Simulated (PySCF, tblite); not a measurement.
# C3ClFNS radical: geometry, infrared bands and EPR parameters

Wanted: the infrared bands and EPR parameters of C3ClFNS radical (`Fc1n[c]c(Cl)s1`), by calculation.

The runs use tblite 0.8.0 and PySCF 2.14.0, with density-fitted response routines of our own; the level of theory stands in each step. All values are computed, except where a source is named. Atoms are numbered from 0 throughout.

**1. The starting structure**

7 atoms, charge 0, multiplicity 2; geometry from: force field or distance geometry start.

Bonds of the start (Å): F0–C1 1.35, C1–N2 1.35, N2–C3 1.29, C3–C4 1.34, C4–Cl5 1.76, C4–S6 1.85, S6–C1 1.78.

**2. Geometry optimisation with GFN2-xTB**

Job settings and geometry (Å):

```
{"job": {"kind": "relax", "xc": "GFN2-xTB", "basis": "xTB"}, "charge": 0, "multiplicity": 2}
F     -2.658700     0.281600     0.121400
C     -1.320800     0.124500     0.143800
N     -0.716700    -0.973300     0.639900
C      0.572200    -1.007400     0.606000
C      1.227200     0.053700     0.106700
Cl     2.970900     0.263600    -0.057300
S     -0.070700     1.262200    -0.416600
```

Run with:

```bash
$ OMP_NUM_THREADS=1 python probes_run.py task.json out
```

This one command runs all jobs of the session in turn.

**Question.** This job is followed by: GFN2-xTB harmonic vibrations, gas phase; UKS B3LYP, pcH-1 on C Cl F N S, non-relativistic, mean-field spin-orbit, GIAO. Predict these results of the whole session: strongest single infrared mode (GFN2-xTB); zero-point energy (GFN2-xTB); g(iso) (B3LYP); ⟨S²⟩; largest a(iso); potential on the surface of density 0.002 e/bohr³, 1st and 99th percentile.

The runs gave:

| quantity | value |
| --- | --- |
| strongest single infrared mode (GFN2-xTB) | 1148 cm⁻¹, 370 km/mol |
| zero-point energy (GFN2-xTB) | 15.1 kcal/mol |
| g(iso) (B3LYP) | 2.00249 |
| ⟨S²⟩ | 0.759 (exact 0.75) |
| largest a(iso) | 13C on C3, 576.3 MHz |
| potential on the surface of density 0.002 e/bohr³, 1st and 99th percentile | -1.08 V and 1.24 V |

**Reading.** The optimisation took 16 steps and gained 0.388 eV; among the close pairs (by a distance rule), C4–Cl5 changed most, from 1.764 to 1.686 Å. All 15 modes are real, so the xTB geometry is a minimum. The strongest single mode, at 1148 cm⁻¹, moves mainly C1. Unscaled tight-binding wavenumbers are off by several per cent, some by more. Its intensities can rank the bands wrongly. C3 carries the largest spin population, 0.91 e. The isotropic g lies 0.2 ppt above the free-electron value. The conformer search found further structures of the same energy, which may be mirror or relabelled copies of this one.
